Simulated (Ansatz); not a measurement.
Molecular dynamics of Ga₉As₈

Input file:

```yaml
accuracy: low
crystal:
  lattice:
    - [0.0, 5.750182, 5.750182]
    - [5.750182, 0.0, 5.750182]
    - [5.750182, 5.750182, 0.0]
  atoms:
    - { symbol: Ga, position: [-0.00720707, 0.00712347, -0.00704702] }
    - { symbol: As, position: [0.12175056, 0.13449054, 0.12201044] }
    - { symbol: Ga, position: [-0.00656042, 0.00664125, 0.50647988] }
    - { symbol: As, position: [0.12838566, 0.12403338, 0.62363167] }
    - { symbol: Ga, position: [0.00063067, 0.50105921, -0.00233287] }
    - { symbol: As, position: [0.12190435, 0.62183569, 0.12210157] }
    - { symbol: Ga, position: [-0.00643726, 0.49355401, 0.50635547] }
    - { symbol: As, position: [0.12277725, 0.62276788, 0.63167775] }
    - { symbol: Ga, position: [0.50712834, 0.00712111, -0.00704457] }
    - { symbol: As, position: [0.62356224, 0.12361553, 0.12925863] }
    - { symbol: Ga, position: [0.49979339, -0.0003514, 0.5007688] }
    - { symbol: As, position: [0.62394924, 0.12403582, 0.62363295] }
    - { symbol: Ga, position: [0.50704075, 0.49287598, -0.00695737] }
    - { symbol: As, position: [0.63414848, 0.6218404, 0.12210417] }
    - { symbol: Ga, position: [0.50652438, 0.49355767, 0.50635186] }
    - { symbol: As, position: [0.62402996, 0.62825814, 0.62367947] }
    - { symbol: Ga, position: [0.25101798, 0.75181351, 0.24612806] }
basis:
  ecutwfc: 420.0
kpoints:
  mp_grid: { grid: [2, 2, 2] }
hamiltonian:
  xc: pbe
scf:
  occupations: { method: fermi_dirac, width: 0.15 }
  lower_state_search: "off"
md:
  timestep: 4.5
  n_steps: 170
  ensemble: nve
  temperature: 1200.0
  initial_velocities: maxwell_boltzmann
  seed: 813794
```

Launched with:

```bash
$ ansatz run input.yaml --threads 2 --pin off --max-ram 5120MiB --backend cpu --events-out ev --progress --plain --runs-dir out
```

It starts from a relaxed structure.

Output, in part (step lines):

```
md step     0: t =     0.00 fs  T =  1200.0 K  F+E_penalty+E_count = -72898.58374001 eV  E_kin = 2.481792 eV  conserved = -72896.10194803 eV  (8 SCF iters)
md step     1: t =     4.50 fs  T =  1171.3 K  F+E_penalty+E_count = -72898.52351857 eV  E_kin = 2.422399 eV  conserved = -72896.10111933 eV  (7 SCF iters)
md step     2: t =     9.00 fs  T =  1088.4 K  F+E_penalty+E_count = -72898.35043205 eV  E_kin = 2.251035 eV  conserved = -72896.09939698 eV  (7 SCF iters)
md step     3: t =    13.50 fs  T =   964.3 K  F+E_penalty+E_count = -72898.09133594 eV  E_kin = 1.994408 eV  conserved = -72896.09692769 eV  (7 SCF iters)
md step     4: t =    18.00 fs  T =   817.6 K  F+E_penalty+E_count = -72897.78502888 eV  E_kin = 1.691004 eV  conserved = -72896.09402536 eV  (7 SCF iters)
md step     5: t =    22.50 fs  T =   670.0 K  F+E_penalty+E_count = -72897.47696935 eV  E_kin = 1.385770 eV  conserved = -72896.09119899 eV  (5 SCF iters)
md step     6: t =    27.00 fs  T =   542.6 K  F+E_penalty+E_count = -72897.21121037 eV  E_kin = 1.122168 eV  conserved = -72896.08904240 eV  (4 SCF iters)
md step     7: t =    31.50 fs  T =   451.3 K  F+E_penalty+E_count = -72897.02130174 eV  E_kin = 0.933299 eV  conserved = -72896.08800266 eV  (4 SCF iters)
[... lines left out ...]
md step   169: t =   760.50 fs  T =   455.9 K  F+E_penalty+E_count = -72897.03740589 eV  E_kin = 0.942873 eV  conserved = -72896.09453319 eV  (4 SCF iters)
md step   170: t =   765.00 fs  T =   486.5 K  F+E_penalty+E_count = -72897.10098667 eV  E_kin = 1.006130 eV  conserved = -72896.09485640 eV  (7 SCF iters)
```

The steps, from the saved trajectory:

```json
{"time (fs)": "0.0", "T (K)": "1200", "potential energy less start (eV)": "0.000", "conserved less start (meV/atom)": "0.00"}
{"time (fs)": "22.5", "T (K)": "670", "potential energy less start (eV)": "1.107", "conserved less start (meV/atom)": "0.63"}
{"time (fs)": "45.0", "T (K)": "430", "potential energy less start (eV)": "1.604", "conserved less start (meV/atom)": "0.65"}
{"time (fs)": "67.5", "T (K)": "711", "potential energy less start (eV)": "1.017", "conserved less start (meV/atom)": "0.38"}
{"time (fs)": "90.0", "T (K)": "694", "potential energy less start (eV)": "1.053", "conserved less start (meV/atom)": "0.43"}
{"time (fs)": "112.5", "T (K)": "450", "potential energy less start (eV)": "1.560", "conserved less start (meV/atom)": "0.51"}
{"time (fs)": "135.0", "T (K)": "403", "potential energy less start (eV)": "1.658", "conserved less start (meV/atom)": "0.51"}
{"time (fs)": "157.5", "T (K)": "475", "potential energy less start (eV)": "1.507", "conserved less start (meV/atom)": "0.45"}
{"time (fs)": "180.0", "T (K)": "453", "potential energy less start (eV)": "1.554", "conserved less start (meV/atom)": "0.51"}
{"time (fs)": "202.5", "T (K)": "466", "potential energy less start (eV)": "1.526", "conserved less start (meV/atom)": "0.47"}
{"time (fs)": "225.0", "T (K)": "438", "potential energy less start (eV)": "1.584", "conserved less start (meV/atom)": "0.54"}
{"time (fs)": "247.5", "T (K)": "537", "potential energy less start (eV)": "1.378", "conserved less start (meV/atom)": "0.46"}
{"time (fs)": "270.0", "T (K)": "566", "potential energy less start (eV)": "1.321", "conserved less start (meV/atom)": "0.50"}
{"time (fs)": "292.5", "T (K)": "610", "potential energy less start (eV)": "1.228", "conserved less start (meV/atom)": "0.47"}
{"time (fs)": "315.0", "T (K)": "633", "potential energy less start (eV)": "1.182", "conserved less start (meV/atom)": "0.47"}
{"time (fs)": "337.5", "T (K)": "598", "potential energy less start (eV)": "1.253", "conserved less start (meV/atom)": "0.49"}
{"time (fs)": "360.0", "T (K)": "564", "potential energy less start (eV)": "1.323", "conserved less start (meV/atom)": "0.47"}
{"time (fs)": "382.5", "T (K)": "544", "potential energy less start (eV)": "1.365", "conserved less start (meV/atom)": "0.48"}
{"time (fs)": "405.0", "T (K)": "544", "potential energy less start (eV)": "1.365", "conserved less start (meV/atom)": "0.47"}
{"time (fs)": "427.5", "T (K)": "602", "potential energy less start (eV)": "1.244", "conserved less start (meV/atom)": "0.43"}
{"time (fs)": "450.0", "T (K)": "595", "potential energy less start (eV)": "1.260", "conserved less start (meV/atom)": "0.48"}
{"time (fs)": "472.5", "T (K)": "554", "potential energy less start (eV)": "1.343", "conserved less start (meV/atom)": "0.48"}
{"time (fs)": "495.0", "T (K)": "538", "potential energy less start (eV)": "1.378", "conserved less start (meV/atom)": "0.49"}
{"time (fs)": "517.5", "T (K)": "538", "potential energy less start (eV)": "1.379", "conserved less start (meV/atom)": "0.56"}
{"time (fs)": "540.0", "T (K)": "677", "potential energy less start (eV)": "1.089", "conserved less start (meV/atom)": "0.41"}
{"time (fs)": "562.5", "T (K)": "667", "potential energy less start (eV)": "1.110", "conserved less start (meV/atom)": "0.46"}
{"time (fs)": "585.0", "T (K)": "625", "potential energy less start (eV)": "1.197", "conserved less start (meV/atom)": "0.46"}
{"time (fs)": "607.5", "T (K)": "664", "potential energy less start (eV)": "1.118", "conserved less start (meV/atom)": "0.48"}
{"time (fs)": "630.0", "T (K)": "692", "potential energy less start (eV)": "1.056", "conserved less start (meV/atom)": "0.36"}
{"time (fs)": "652.5", "T (K)": "475", "potential energy less start (eV)": "1.509", "conserved less start (meV/atom)": "0.57"}
{"time (fs)": "675.0", "T (K)": "509", "potential energy less start (eV)": "1.439", "conserved less start (meV/atom)": "0.52"}
{"time (fs)": "697.5", "T (K)": "685", "potential energy less start (eV)": "1.072", "conserved less start (meV/atom)": "0.36"}
{"time (fs)": "720.0", "T (K)": "512", "potential energy less start (eV)": "1.431", "conserved less start (meV/atom)": "0.45"}
{"time (fs)": "742.5", "T (K)": "321", "potential energy less start (eV)": "1.829", "conserved less start (meV/atom)": "0.65"}
{"time (fs)": "765.0", "T (K)": "486", "potential energy less start (eV)": "1.483", "conserved less start (meV/atom)": "0.42"}
```

All steps were run. The conserved energy stayed within 0.82 meV per atom of its start (net change 0.42 meV per atom), so the integration is sound. The temperature averaged 0.48 of the 1200 K drawn at the start: a run that starts near a minimum puts about half its kinetic energy into the potential. A run of 0.77 ps of so small a system gives no equilibrium averages. Limits of this set-up: coarse k mesh, odd electron count without spin, low accuracy level.

Mean squared displacements from the first frame to the last, about the centre of mass: Ga 0.16 Å², As 0.12 Å².

Last frame:

```xyz
17
Lattice="0.0000 5.7502 5.7502 5.7502 0.0000 5.7502 5.7502 5.7502 0.0000" Properties=species:S:1:pos:R:3
Ga 0.148 0.075 -0.192
As 1.474 1.509 1.389
Ga 3.056 3.106 0.155
As 4.641 4.434 1.459
Ga 2.501 -0.102 2.852
As 3.950 1.252 4.465
Ga 5.367 2.325 2.569
As 6.943 3.932 3.947
Ga -0.196 2.937 3.132
As 1.553 4.423 4.221
Ga 3.102 5.824 3.088
As 4.392 7.101 4.646
Ga 2.721 3.247 5.963
As 4.401 4.608 7.322
Ga 6.129 5.668 5.515
As 7.429 7.094 7.055
Ga 5.590 2.914 5.702
```

Run time: 17 min on 2 threads of Intel(R) Xeon(R) 6975P-C (Granite Rapids) (shared host), peak memory 1.4 GiB.
